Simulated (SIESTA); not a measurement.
**InSb3 under changes of volume**

One of the cells (27.865 Å³/atom); the others are scaled copies at fixed shape and fractional positions:

```
CELL_PARAMETERS angstrom
0.00000 3.81969 3.81969
3.81969 0.00000 3.81969
3.81969 3.81969 0.00000
ATOMIC_POSITIONS crystal
Sb 0.50000 0.50000 0.50000
Sb 0.75000 0.75000 0.75000
Sb 0.25000 0.25000 0.25000
In 0.00000 0.00000 0.00000
```

The cell comes from a database or a generator and needn't be the stable form of this composition.

| Quantity | Value |
| --- | --- |
| Program | SIESTA 5.4.2 |
| Functional | PBEsol |
| Potentials or basis | PseudoDojo 0.4 standard (PBEsol files) |
| Basis | DZP (energy shift 0.003 Ry; two zetas on semicore shells) |
| Grid cutoff | 500 Ry |
| Energy shift | 0.003 Ry |
| k mesh | 6 × 6 × 6 |
| Occupations | fermi-dirac, width 0.05 eV |
| Spin | no spin polarisation |

| volume (Å³/atom) | energy over the lowest point (meV/atom) | pressure (GPa) |
| --- | --- | --- |
| 25.679 | 4.46 | 2.1 |
| 26.226 | 0.00 | 0.7 |
| 26.772 | 0.07 | -0.6 |
| 27.865 | ? | ? |
| 28.411 | 22.53 | -3.6 |
| 28.957 | 37.17 | -4.4 |

Question: What does the run at 27.865 Å³/atom give?

Answer: Energy over the lowest point 11.71 meV/atom; pressure -2.7 GPa.

Worked out: A Birch-Murnaghan fit of order 3 (a polynomial in V^(-2/3)) to the other rows has its minimum at 26.52 Å³/atom with B0 = V·E''(V) = 58 GPa (rough, since the energies scatter). It gives 11.40 meV/atom at 27.865 Å³/atom, against the run's 11.71, and -dE/dV = -2.8 GPa, against -2.7.

Energies are extrapolated to zero smearing.

Caveats: the basis of atomic orbitals isn't converged, which shifts pressures, moduli and gaps.
